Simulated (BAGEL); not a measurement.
**CH4GaN (SMILES C=[N][GaH2]) at HF/cc-pVDZ (density fitting with qzvpp-jkfit)**

What is the energy change on altering one bond length of CH4GaN at HF/cc-pVDZ (density fitting with qzvpp-jkfit)? 

Program for the calculation: BAGEL 1.2.2.

3 further runs of the same task are left out: 3 that didn't finish. Runs told in other sessions of the task aren't counted.

### 1 The structure to begin with

The species is CH4GaN (7 atoms), meant as a singlet with charge 0. SMILES: `C=[N][GaH2]`. The shape is that of a PBE0-D4/def2-TZVP optimisation.

Bond lengths: C1–N2 1.242 Å, N2–Ga3 1.803 Å, C1–H4 1.101 Å, C1–H5 1.101 Å, Ga3–H6 1.556 Å, Ga3–H7 1.556 Å. Angles: C1–N2–Ga3 162.6°, N2–C1–H4 123.4°, N2–C1–H5 121.6°, N2–Ga3–H6 115.6°, N2–Ga3–H7 115.6°, H4–C1–H5 115.0°, H6–Ga3–H7 128.6°.

### 2 The energy at HF/cc-pVDZ (density fitting with qzvpp-jkfit)

File calc.json:

```json
{ "bagel": [

{
  "title": "molecule",
  "basis": "cc-pvdz.json",
  "df_basis": "qzvpp-jkfit",
  "angstrom": "true",
  "geometry": [
    { "atom": "C", "xyz": [   -1.119700,    0.099100,   -0.980300 ] },
    { "atom": "N", "xyz": [   -0.311300,   -0.140700,   -0.067900 ] },
    { "atom": "Ga", "xyz": [    1.142300,   -0.099700,    0.998500 ] },
    { "atom": "H", "xyz": [   -0.943900,    0.853500,   -1.763300 ] },
    { "atom": "H", "xyz": [   -2.076800,   -0.439300,   -1.060100 ] },
    { "atom": "H", "xyz": [    1.040600,    0.837400,    2.236500 ] },
    { "atom": "H", "xyz": [    2.268800,   -1.110200,    0.636700 ] }
  ]
},
{
  "title": "hf"
},
{
  "title": "print",
  "file": "orbitals.molden",
  "orbitals": "true"
}

]}
```

The basis set cc-pVDZ is read from a file made from the Basis Set Exchange's data (not shown).

The run is started by

```console
$ BAGEL_NUM_THREADS=1 BAGEL calc.json > calc.out
```

Standard output:

```text
* using 1 threads per process

  ===============================================================
  ===============================================================

  *** Geometry ***

  { "atom" : "C", "xyz" : [     -2.115926,      0.187272,     -1.852499 ] },
  { "atom" : "N", "xyz" : [     -0.588272,     -0.265884,     -0.128312 ] },
  { "atom" : "Ga", "xyz" : [      2.158634,     -0.188406,      1.886892 ] },
  { "atom" : "H", "xyz" : [     -1.783712,      1.612881,     -3.332154 ] },
  { "atom" : "H", "xyz" : [     -3.924583,     -0.830157,     -2.003299 ] },
  { "atom" : "H", "xyz" : [      1.966449,      1.582457,      4.226372 ] },
  { "atom" : "H", "xyz" : [      4.287411,     -2.097974,      1.203189 ] },

  Number of auxiliary basis functions:      490

  Since a DF basis is specified, we compute 2- and 3-index integrals:
    o Being stored without compression. Storage requirement is 0.022 GB

  Number of basis functions:       75
  Number of electrons      :       48

    * METHOD: MOLECULE                             0.17

  *** RHF ***

  === Nuclear Repulsion ===
   158.6980207690

      * DIIS with orbital gradients will be used.

  === RHF iteration (cc-pvdz.json) ===
      0      -2017.66031498          0.01684594           0.04
      1      -2017.74716844          0.01417517           0.04
      2      -2017.82831825          0.00150266           0.04
      3      -2017.82989083          0.00054201           0.04
      4      -2017.83001056          0.00013843           0.04
      5      -2017.83002978          0.00004831           0.04
      6      -2017.83003294          0.00001010           0.04
      7      -2017.83003306          0.00000273           0.04
      8      -2017.83003307          0.00000071           0.04
      9      -2017.83003307          0.00000026           0.04
     10      -2017.83003307          0.00000015           0.04
     11      -2017.83003307          0.00000003           0.04
     12      -2017.83003307          0.00000001           0.04
     13      -2017.83003307          0.00000000           0.04
    * SCF iteration converged.

    * Permanent dipole moment:
           (    0.077185,    -0.215922,     0.321821) a.u.

    * METHOD: HF                                   0.72

    * METHOD: PRINT                                0.01

  ===============================================================
```

It took 1.1 s on 1 thread of Intel Xeon 6975P-C (Granite Rapids), shared host; peak memory 0.11 GiB.

### 3 The distorted shape, same level

File input.json:

```json
{ "bagel" : [

{
  "title" : "molecule",
  "basis" : "cc-pvdz.json",
  "df_basis" : "qzvpp-jkfit",
  "angstrom" : true,
  "geometry" : [
    { "atom" : "C", "xyz" : [      -1.207597,      -0.278085,      -0.588816 ] },
    { "atom" : "N", "xyz" : [      -0.399197,      -0.517885,       0.323584 ] },
    { "atom" : "Ga", "xyz" : [       1.054403,      -0.476885,       1.389984 ] },
    { "atom" : "H", "xyz" : [      -0.943900,       0.853500,      -1.763300 ] },
    { "atom" : "H", "xyz" : [      -2.164697,      -0.816485,      -0.668616 ] },
    { "atom" : "H", "xyz" : [       0.952703,       0.460215,       2.627984 ] },
    { "atom" : "H", "xyz" : [       2.180903,      -1.487385,       1.028184 ] }
  ]
},

{
  "title" : "hf"
},

{
  "title" : "print",
  "file" : "orbitals.molden",
  "orbitals" : true
}

]}
```

The basis set cc-pVDZ is read from a file made from the Basis Set Exchange's data (not shown).

The run is started by

```console
$ BAGEL_NUM_THREADS=1 BAGEL input.json > input.out
```

Standard output:

```text
* using 1 threads per process

  ===============================================================
  ===============================================================

  *** Geometry ***

  { "atom" : "C", "xyz" : [     -2.282028,     -0.525504,     -1.112701 ] },
  { "atom" : "N", "xyz" : [     -0.754373,     -0.978661,      0.611485 ] },
  { "atom" : "Ga", "xyz" : [      1.992533,     -0.901182,      2.626689 ] },
  { "atom" : "H", "xyz" : [     -1.783712,      1.612881,     -3.332154 ] },
  { "atom" : "H", "xyz" : [     -4.090684,     -1.542933,     -1.263501 ] },
  { "atom" : "H", "xyz" : [      1.800348,      0.869680,      4.966170 ] },
  { "atom" : "H", "xyz" : [      4.121309,     -2.810750,      1.942986 ] },

  Number of auxiliary basis functions:      490

  Since a DF basis is specified, we compute 2- and 3-index integrals:
    o Being stored without compression. Storage requirement is 0.022 GB

  Number of basis functions:       75
  Number of electrons      :       48

    * METHOD: MOLECULE                             0.17

  *** RHF ***

  === Nuclear Repulsion ===
   156.8868609571

      * DIIS with orbital gradients will be used.

  === RHF iteration (cc-pvdz.json) ===
      0      -2017.57928042          0.01677091           0.04
      1      -2017.65321691          0.01512790           0.04
      2      -2017.75072249          0.00161956           0.04
      3      -2017.75271978          0.00071226           0.04
      4      -2017.75298898          0.00023757           0.04
      5      -2017.75306035          0.00008227           0.04
      6      -2017.75307241          0.00001532           0.04
      7      -2017.75307272          0.00000477           0.04
      8      -2017.75307274          0.00000120           0.04
      9      -2017.75307274          0.00000039           0.04
     10      -2017.75307274          0.00000023           0.04
     11      -2017.75307274          0.00000005           0.04
     12      -2017.75307274          0.00000002           0.04
     13      -2017.75307274          0.00000001           0.04
    * SCF iteration converged.

    * Permanent dipole moment:
           (    0.001683,     0.125130,    -0.151149) a.u.

    * METHOD: HF                                   0.74

    * METHOD: PRINT                                0.01

  ===============================================================
```

Wall time 1.1 s (1 thread of Intel Xeon 6975P-C (Granite Rapids), shared host); peak memory 0.11 GiB.

### 4 Outcome

At HF/cc-pVDZ (density fitting with qzvpp-jkfit):

| quantity | value |
| --- | --- |
| first shape: total energy | -2017.83003 Eh |
| first shape: dipole moment | 1.00 D |
| first shape: HOMO energy | -9.55 eV |
| first shape: LUMO energy | 1.84 eV |
| first shape: HOMO–LUMO gap | 11.39 eV |
| distorted shape: total energy | -2017.75307 Eh |
| distorted shape: dipole moment | 0.50 D |
| distorted shape: HOMO energy | -9.13 eV |
| distorted shape: LUMO energy | 1.41 eV |
| distorted shape: HOMO–LUMO gap | 10.54 eV |
| energy change with the C1–H4 bond stretched from 1.101 to 1.652 Å | 2.094 eV |

What this shows: With the C1–H4 bond stretched from 1.101 to 1.652 Å the energy rises by 2.09 eV (202 kJ/mol). The first shape isn't relaxed at this level, so the change isn't measured from a minimum.
